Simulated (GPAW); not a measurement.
Cu3O2, 5 atoms in the cell. It takes space group I4/mmm (No. 139, tetragonal). Conventional cell: a = 4.046 Å, b = 4.046 Å, c = 7.347 Å, α = 90.00°, β = 90.00°, γ = 90.00°. Cu (site symmetry 4/mmm) is surrounded by 4 O at 2.02 Å. Around Cu (site symmetry -4m2) lie 2 O at 1.84 Å. O (site symmetry mmm) has 4 Cu at 1.84 to 2.02 Å as nearest neighbours. The cell comes from a database or a generator and needn't be the stable form of this composition.

* Program: GPAW 26.7.0
* Task: single point
* Functional: PBE
* Potentials or basis: GPAW PAW data sets (gpaw-data 1.2.1)
* Cutoff: 800 eV
* Basis: pw
* k mesh: 9 × 9 × 9
* Occupations: fermi-dirac, width 0.05 eV
* Spin: no spin polarisation
* Maxiter: 150

Potentials or basis: GPAW PAW data sets (gpaw-data 1.2.1), pw.

Launch:

```bash
$ OMP_NUM_THREADS=1 python run.py
```

Hardware: 1 thread of AMD EPYC 7B13 (Zen 3), with other jobs on the host.

Problem. Estimate the wall time of this run.

Solution. Wall time 2.6 min on 1 thread of AMD EPYC 7B13 (Zen 3) (shared host), peak memory 0.39 GiB. Counts: scf iterations 12, plane waves 3106, bands 42, k points 75.
